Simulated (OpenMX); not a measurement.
NbCu:

```xyz
2
Lattice="0.0000 2.5622 2.5622 2.5622 0.0000 2.5622 2.5622 2.5622 0.0000" Properties=species:S:1:pos:R:3 pbc="T T T"
Nb    0.0000    0.0000    0.0000
Cu    2.5622    2.5622    2.5622
```

The cell was built by a generator and needn't be a form met in nature.

Program: OpenMX 3.8.5. Alike in all runs: task single point; potentials or basis OpenMX 2013 PBE set, Nb7.0-s3p2d2, Cu6.0H-s3p2d2, grid cutoff 500 Ry; no spin polarisation; cell as given; k mesh 7 × 7 × 7; smearing fermi-dirac 0.05 eV.

**Question.** Order these runs on this cell by their pressure, lowest first.
A. level PBE+D3(BJ)
B. level PBE+D4
C. level PBE

**Answer.** A (-4.0 GPa), B (-1.7 GPa), C (1.6 GPa).

Caveats: the basis of atomic orbitals isn't converged, which shifts pressures, moduli and gaps; pairwise dispersion overbinds metals, which lowers pressure and volume (some runs).
